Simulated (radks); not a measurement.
**Tb³⁺ in [Kr] 4d10 4f8 5s2 5p5.5 6p0.5: an all-electron calculation**

Wanted: eigenvalues, radial structure and energy terms of the terbium ion Tb3+.

The numbers are computed with radks (a radial shooting solver on a logarithmic mesh, Libxc functionals) version 1 (scalar-relativistic Kohn-Sham, PBE, spin-polarised, spherical densities, finite nucleus; open shells are filled with parallel spins first), except any that are marked as measured or tabulated.

**1. The system**

| Quantity | Value |
| --- | --- |
| element | terbium (Z = 65) |
| charge | +3 |
| electrons | 62 |
| configuration | [Kr] 4d10 4f8 5s2 5p5.5 6p0.5 |
| nuclear rms radius | 5.06 fm |

**2. The calculation**

Settings of this run:

```text
Z 65
configuration [Kr] 4d10 4f8 5s2 5p5.5 6p0.5 6s0 5d0
relativity scalar-relativistic
functional pbe,pbe
spin polarised
nucleus finite rms 5.06 fm
c 137.035999084
```

Command:

```
$ python run_ks.py task.json out
```

All runs below come from this command, one after another.

What does the calculation give?

**Answer**, as computed:

| quantity | value |
| --- | --- |
| total energy | -11706.0648 hartree |
| exchange-correlation share of it | 2.18 % |
| −T/E | 1.0761 |
| highest occupied level | 6p up, -19.091 eV |
| most extended occupied level | 6p up, <r> = 3.57 bohr |
| radius at density 0.001 e/bohr³ | 3.85 bohr |
| maxima of the radial density | 4 |

6 principal shells are occupied and 4 maxima appear in the radial density; where shells overlap, one shows as a shoulder or not at all. −T/E is 1.076: with relativity the kinetic term as defined here no longer equals −E. This is not the tabulated ground configuration, so its levels and sizes aren't those of the ground state, and no measured value stands beside it.
